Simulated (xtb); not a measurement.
**GFN1-xTB (GBSA dmso, surface grid normal) run of GeCl2F (SMILES [F][Ge]([Cl])[Cl])**

We compute a structure relaxation of GeCl2F. 

Program for the calculation: xtb 6.7.1.

3 further runs of the same task are left out: 3 set aside as unsound or not needed.

## (1) The molecule

The species is GeCl2F (4 atoms), meant as a doublet with charge 0. SMILES: `[F][Ge]([Cl])[Cl]`. The shape was relaxed beforehand at GFN1-xTB. The run starts from this shape.

Bond lengths: F1–Ge2 1.750 Å, Ge2–Cl3 2.142 Å, Ge2–Cl4 2.142 Å. Angles: F1–Ge2–Cl3 101.8°, F1–Ge2–Cl4 101.8°, Cl3–Ge2–Cl4 107.1°.

## (2) A structure relaxation at GFN1-xTB (GBSA dmso, surface grid normal)

Input file detailed.inp:

```
$gbsa
   gbsagrid=normal
$end
```

Input file struc.xyz:

```xyz
4
start
F     -1.030010    -1.070148    -0.703256
Ge    -0.155366    -0.242873     0.567360
Cl    -0.689564     1.799793     0.206242
Cl     1.874930    -0.486771    -0.070347
```

On the command line:

```console
xtb struc.xyz --gfn 1 --gbsa dmso --uhf 1 --opt --input detailed.inp -P 1 > struc.out 2> xtb.err
```

**Question.** What will come out? Wanted: total energy at the end; dipole moment; HOMO energy; LUMO energy; dispersion energy; solvent term in the energy.

Computed results:

Level: GFN1-xTB (GBSA dmso, surface grid normal).

| quantity | value |
| --- | --- |
| total energy at the end | -15.40133 Eh |
| dipole moment | 3.27 D |
| HOMO energy (partly filled) | -10.42 eV |
| LUMO energy | -4.90 eV |
| dispersion energy | -3.83 kJ/mol |
| solvent term in the energy | -20.8 kJ/mol |

At the final geometry: Bond lengths: F1–Ge2 1.784 Å, Ge2–Cl3 2.137 Å, Ge2–Cl4 2.137 Å. Angles: F1–Ge2–Cl3 100.9°, F1–Ge2–Cl4 101.0°, Cl3–Ge2–Cl4 107.7°. The optimisation took 7 steps and changed the energy by -0.006 eV.
